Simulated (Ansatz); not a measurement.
Which YAML input does this script hand to the engine? (Ansatz's Python interface)

`snclf.py`:
```python
'''Band structure of SnClF.'''

import logging
import sys

import ansatz
import numpy as np
from pymatgen.core import Structure
from pymatgen.symmetry.analyzer import SpacegroupAnalyzer

logging.basicConfig(stream=sys.stdout, format='%(name)s: %(message)s')
log = logging.getLogger('run')
log.setLevel(logging.INFO)

FUNCTIONAL = 'PBEsol'
KGRID = (4, 4, 3)
FILLING = 'fixed'
EXTRA_BANDS = 12

lattice = ansatz.Lattice.of(
    (4.05498, 0.0, 0.0),
    (0.0, 4.05498, 0.0),
    (0.0, 0.0, 7.36387),
)
sites = [
    ('Sn', (0.0, 0.5, 0.79639)),
    ('Sn', (0.5, 0.0, 0.20361)),
    ('Cl', (0.5, 0.0, 0.65063)),
    ('Cl', (0.0, 0.5, 0.34937)),
    ('F', (0.5, 0.5, 0.0)),
    ('F', (0.0, 0.0, 0.0)),
]
crystal = ansatz.Crystal(lattice=lattice)
for symbol, position in sites:
    crystal = crystal.atom(symbol, position)

# high-symmetry points in fractions of the reciprocal vectors
path = [
    ('G', (0.0, 0.0, 0.0)),
    ('X', (0.0, 0.5, 0.0)),
    ('M', (0.5, 0.5, 0.0)),
    ('G', (0.0, 0.0, 0.0)),
    ('Z', (0.0, 0.0, 0.5)),
]
setup = (
    crystal.calculation()
    .functional(FUNCTIONAL)
    .kpoints(*KGRID, shift=0.5)
    .occupations(FILLING)
    .scf(extra_bands=EXTRA_BANDS)
    .band_structure([point for _, point in path], intervals=8)
    .scf(extra_bands=8)
)
history = []
res = setup.session().plan().execute(on_event=lambda event: history.append(event['data']['dr2_ev']) if event['event'] == 'scf_iter' else None)
report = res.report
print('density residual by iteration (eV):', ' '.join(f'{value:.1e}' for value in history[:40]))

log.info(f'free energy      {report["free_energy_ev"]:.5f} eV')
log.info(f'per atom         {report["free_energy_ev"] / len(res.lattice.sites):.5f} eV')
log.info(f'SCF iterations   {report["n_iterations"]}  (converged: {report["converged"]})')

final = Structure(res.lattice.cell_ang, [s.symbol for s in res.lattice.sites], [s.position_frac for s in res.lattice.sites])
analyser = SpacegroupAnalyzer(final, symprec=0.01)
standard = analyser.get_conventional_standard_structure()
print(analyser.get_crystal_system(), analyser.get_space_group_symbol(), len(standard), 'atoms in the conventional cell')
print('a b c (A):', [round(x, 4) for x in standard.lattice.abc], ' angles:', [round(x, 2) for x in standard.lattice.angles])
log.info(f'mass density {float(final.density):.3f} g/cm^3')

print('doubts on the final state:', report['published_state_doubts'] or 'none')
print('warnings:', sorted({n['data']['kind'] for n in res.notices if n['data'].get('severity') in ('warning', 'doubt')}) or 'none')

bands = res.band_structure()
fermi = bands.fermi_energy_ev
log.info(f'zero of the bands: {fermi:.3f} eV, the Fermi level found on the SCF mesh')
for spin, channel in enumerate(bands.channels):
    print('channel', spin, '- computed levels within 6 eV of the Fermi level')
    for i, (label, _) in enumerate(path):
        levels = channel.eigenvalues_ev[i * 8] - fermi
        print(f'  {label:3s}', ' '.join(f'{e:7.3f}' for e in levels if abs(e) < 6))
```

Running `python snclf.py` prints:
```text
DeckWarning: basis.ecutwfc = 420 eV, auto-derived from the records' recommended cutoffs: set by Sn (normal level)
density residual by iteration (eV): 1.1e-01 1.5e-02 1.1e-03 1.6e-04 8.3e-06 5.9e-07 1.2e-08
run: free energy      -15626.11824 eV
run: per atom         -2604.35304 eV
run: SCF iterations   7  (converged: True)
tetragonal P4/nmm 6 atoms in the conventional cell
a b c (A): [4.055, 4.055, 7.3639]  angles: [90.0, 90.0, 90.0]
run: mass density 4.749 g/cm^3
doubts on the final state: none
warnings: none
run: zero of the bands: 5.244 eV, the Fermi level found on the SCF mesh
channel 0 - computed levels within 6 eV of the Fermi level
  G    -4.440  -4.440  -4.197  -3.301  -2.825  -2.825  -2.089  -1.929  -1.806  -1.806  -1.346  -1.346  -0.233   3.572   4.613   5.739   5.739
  X    -4.119  -4.119  -3.637  -3.637  -3.111  -3.111  -1.301  -1.301  -1.269  -1.269   0.188   0.188   3.755   3.755   4.893   4.893   5.437   5.437
  M    -4.356  -4.356  -3.227  -3.227  -2.821  -2.821  -2.579  -2.579  -1.598  -1.598  -0.651  -0.651   4.344   4.344   5.367   5.367   5.856   5.856
  G    -4.440  -4.440  -4.197  -3.301  -2.825  -2.825  -2.089  -1.929  -1.806  -1.806  -1.346  -1.346  -0.233   3.572   4.613   5.739   5.739
  Z    -4.792  -4.420  -4.420  -3.302  -2.826  -2.826  -2.220  -1.992  -1.992  -1.167  -1.167  -1.127  -0.056   2.700   4.313
```
(Warnings from the package without file and line.)

`input.yaml`:
```yaml
crystal:
  lattice:
    - [4.05498, 0.0, 0.0]
    - [0.0, 4.05498, 0.0]
    - [0.0, 0.0, 7.36387]
  atoms:
    - { symbol: Sn, position: [0.0, 0.5, 0.79639] }
    - { symbol: Sn, position: [0.5, 0.0, 0.20361] }
    - { symbol: Cl, position: [0.5, 0.0, 0.65063] }
    - { symbol: Cl, position: [0.0, 0.5, 0.34937] }
    - { symbol: F, position: [0.5, 0.5, 0.0] }
    - { symbol: F, position: [0.0, 0.0, 0.0] }
kpoints:
  mp_grid: { grid: [4, 4, 3], shift: [0.5, 0.5, 0.5] }
  band_path:
    path:
      - [0.0, 0.0, 0.0]
      - [0.0, 0.5, 0.0]
      - [0.5, 0.5, 0.0]
      - [0.0, 0.0, 0.0]
      - [0.0, 0.0, 0.5]
    npoints: 8
hamiltonian:
  xc: pbesol
scf:
  n_extra_bands: 8
  occupations: { method: fixed }
```

The program run on that file:
```console
$ ansatz run input.yaml --threads 1 --pin off --max-ram 3072MiB --backend cpu --events-out ev --progress --plain --runs-dir out
scf.n_extra_bands = 8 over 28 filled bands (N_el = 56.0): the run solves 36 bands
Engine: ansatz 0.2.0, x86_64-unknown-linux-gnu
Pseudopotentials: kind: paw
Pseudopotential: Sn, paw, valence charge 14, recommended cutoff 420 eV (normal), Sn.paw.azcp
Pseudopotential: Cl, paw, valence charge 7, recommended cutoff 420 eV (normal), Cl.paw.azcp
Pseudopotential: F, paw, valence charge 7, recommended cutoff 420 eV (normal), F.paw.azcp
Functional definition: PBEsol
  exchange = pbesol_x
  correlation = pbesol_c
Crystal: 6 atoms, lattice volume = 121.083 Å³
Basis set: ecut = 420 eV, 2393 PW (Γ)
Bands: 36, of which v1, the nominal top of the filled ones, is band 28 counted from 1 (27 counted from 0)
Symmetry: 16 space group operations
Space group: P4/nmm (ITA 129), of the structure as read, at distance tolerance 4.9e-5 Å
k-points: 6 of 48
Non-local potential: Sn, projectors of the file, l = 0: 2, l = 1: 2, l = 2: 2, l = 3: 2
Non-local potential: Cl, projectors of the file, l = 0: 2, l = 1: 2, l = 2: 2
Non-local potential: F, projectors of the file, l = 0: 2, l = 1: 2, l = 2: 1
PAW form: soft (Blöchl's): semilocal exchange-correlation on the pseudo side does not see the compensation charge
PAW frozen core: Sn, regenerated for the run's functional, and the local potential with it (the file was generated under x = pbe(κ = 0.804, μ = 0.2195149727645171), c = pbe(β = 0.06672455060314922))
PAW frozen core: Cl, regenerated for the run's functional, and the local potential with it (the file was generated under x = pbe(κ = 0.804, μ = 0.2195149727645171), c = pbe(β = 0.06672455060314922))
PAW frozen core: F, regenerated for the run's functional, and the local potential with it (the file was generated under x = pbe(κ = 0.804, μ = 0.2195149727645171), c = pbe(β = 0.06672455060314922))
PAW one-centre angular grid: Sn, 590 points (default); XC on 64 Gauss nodes
PAW one-centre angular grid: Cl, 110 points (default); XC on 64 Gauss nodes
PAW one-centre angular grid: F, 110 points (default); XC on 64 Gauss nodes
Initial density: superposition of atomic densities (neutral atoms: chi_scale 0, normalization atom), corrected by the library's trained network
Initial wavefunctions: pseudopotential atomic-orbital guess
Functional: x = pbesol(κ = 0.804, μ = 0.12345679012345678), c = pbesol(β = 0.046)
SCF iter   1: F=—  HF=-15626.147794 eV  |F-HF|=—  |Δ(HF+E_count)|=         —  Δρ=1.10e-2  dr2=1.13e-1  ethr=1.77e-3  ⟨swp⟩=5.0  Hψ=748  notcnv=0  defer=36
preconditioner: auto → Resta (q_TF=auto, 2.399 Å⁻¹)  ε∞=3.2  [insulator: Δε(μ)=3.109 eV  Ē_g=17.053 eV  n_scr=36 (ndim 8)  ℏωp=25.3 eV  f_vac=0.013  ε∞_Penn≈3.2]
SCF iter   2: F=—  HF=-15626.120823 eV  |F-HF|=—  |Δ(HF+E_count)|=   2.70e-2  Δρ=4.00e-3  dr2=1.46e-2  ethr=2.01e-4  ⟨swp⟩=2.0  Hψ=444  notcnv=0  defer=36
SCF iter   3: F=—  HF=-15626.118090 eV  |F-HF|=—  |Δ(HF+E_count)|=   2.73e-3  Δρ=9.93e-4  dr2=1.07e-3  ethr=2.61e-5  ⟨swp⟩=2.0  Hψ=384  notcnv=0  defer=36
SCF iter   4: F=—  HF=-15626.118149 eV  |F-HF|=—  |Δ(HF+E_count)|=   5.92e-5  Δρ=4.12e-4  dr2=1.60e-4  ethr=1.90e-6  ⟨swp⟩=2.7  Hψ=373  notcnv=0  defer=36
SCF iter   5: F=—  HF=-15626.118230 eV  |F-HF|=—  |Δ(HF+E_count)|=   8.05e-5  Δρ=7.30e-5  dr2=8.28e-6  ethr=2.85e-7  ⟨swp⟩=2.7  Hψ=299  notcnv=0  defer=12
SCF iter   6: F=—  HF=-15626.118241 eV  |F-HF|=—  |Δ(HF+E_count)|=   1.06e-5  Δρ=2.09e-5  dr2=5.95e-7  ethr=1.48e-8  ⟨swp⟩=2.0  Hψ=354  notcnv=0  defer=12
SCF iter   7: F=-15626.118242 eV  HF=-15626.118242 eV  |F-HF|=1.40e-8  |Δ(HF+E_count)|=   9.01e-7  Δρ=3.04e-6  dr2=1.25e-8  ethr=1.79e-10  ⟨swp⟩=10.0  Hψ=978  notcnv=0
SCF 1 converged in 7 iterations: F = -15626.118242 eV  dr2 = 1.25e-8
  greatest PAW one-centre occupation: 0.993 electrons in one spin orbital (limit 2), on the Sn atom at site 1 (counted from 0), in its partial waves of l = 2
NSCF: frozen V_eff on 33 k-points
SCF converged after 7 iterations
Free energy (F): -15626.118242 eV
Harris-Foulkes:  -15626.118242 eV  (|F-HF|=1.40e-8)
Internal energy: -15626.118242 eV  (E = F + TS)
E sigma→0 (E₀):  -15626.118242 eV
Fermi energy:    5.243903 eV
--- Per-component energies (eV) ---
  E_band       = -327.981908
  E_kinetic    = 1097.751911
  E_local      = -3940.863592  (includes V_loc(G=0)·N_el)
  E_nonlocal   = 141.960228
  E_hartree    = 1913.287402
  E_xc         = -1128.402973
  E_vxc        = -638.915708  (∫ρ·V_xc dr)
  E_paw        = -9787.940909  (= ΣΔE_a)
  E_vpaw       = -814.495047  (= ΣTr[D̂ρ^β])
  E_aug_tail   = 0.004237  (compensation charges beyond the density's cutoff)
  E_ewald      = -3922.725974
  E_core_change = 0.811429  (= ΣΔE_core)
  E_smearing   = -0.000000  (= −TS)
  E_closure    = 0.000000  (closes the sum)
  Σ components = -15626.118242   (vs F -15626.118242, Δ=0.00e0)
--- Band table (eV; the first three rows and the last of 6) ---
  k-point 0: bands = ["-16.7760", "-16.4469", "-14.8482", "-14.8468", "-14.8438", "-14.8423", "-14.8411", "-14.8279", "-14.8264", "-14.8218", "-14.8102", "-14.6864", "-8.3878", "-7.9890", "-1.0390", "0.4127", "0.7620", "1.0141", "1.7559", "2.2937", "2.4622", "2.7161", "3.2228", "3.2539", "3.8790", "4.0577", "4.6497", "5.0954", "8.9789", "9.8075", "10.3227", "10.9152", "11.1187", "11.1201", "13.1213", "14.7459"]
  k-point 1: bands = ["-16.7759", "-16.4469", "-14.8479", "-14.8469", "-14.8434", "-14.8428", "-14.8406", "-14.8284", "-14.8265", "-14.8218", "-14.8104", "-14.6863", "-8.4047", "-7.9734", "-0.8437", "0.0661", "0.7485", "1.0347", "1.7304", "2.2437", "2.4620", "2.7027", "3.1802", "3.7191", "3.9320", "3.9397", "4.7880", "5.0883", "8.4298", "9.6533", "10.4994", "10.9128", "10.9451", "11.1372", "13.0721", "14.5981"]
  k-point 2: bands = ["-16.6854", "-16.5505", "-14.8472", "-14.8449", "-14.8390", "-14.8356", "-14.8321", "-14.8284", "-14.8268", "-14.8263", "-14.7561", "-14.6970", "-8.1624", "-7.9879", "-1.0946", "-0.5539", "0.8129", "1.2086", "1.5202", "1.9578", "2.2014", "2.2759", "3.4546", "3.7314", "3.9064", "4.2275", "5.1174", "5.2439", "9.1255", "9.3822", "9.9504", "10.1951", "10.7361", "10.9779", "14.3924", "14.9919"]
  k-point 5: bands = ["-16.6517", "-16.5965", "-14.8427", "-14.8414", "-14.8348", "-14.8334", "-14.8316", "-14.8314", "-14.8247", "-14.8213", "-14.7168", "-14.6889", "-8.0158", "-7.9362", "-1.0666", "-0.8817", "0.7152", "0.8807", "2.0150", "2.2442", "2.4798", "2.6316", "2.8777", "3.1976", "3.7471", "4.0446", "4.0574", "4.4056", "8.7883", "9.8780", "10.4241", "10.7817", "11.0051", "11.1629", "14.5117", "14.7165"]
```

These settings explore the input space; cutoff and mesh may be short of convergence. The Fermi level of a run with fixed occupations marks the highest occupied state on its mesh, not mid-gap. This cell is a computed structure, which may not be the phase found in nature. Gaps and levels are Kohn-Sham values on a finite set of k-points, without spin-orbit coupling. It ran for 4 s on 1 thread of AMD EPYC 7R43 64-Core Processor (Zen 3), with other jobs on the host, peak memory 0.47 GiB.

(Lines on the test bed's own set-up are left out of the output.)
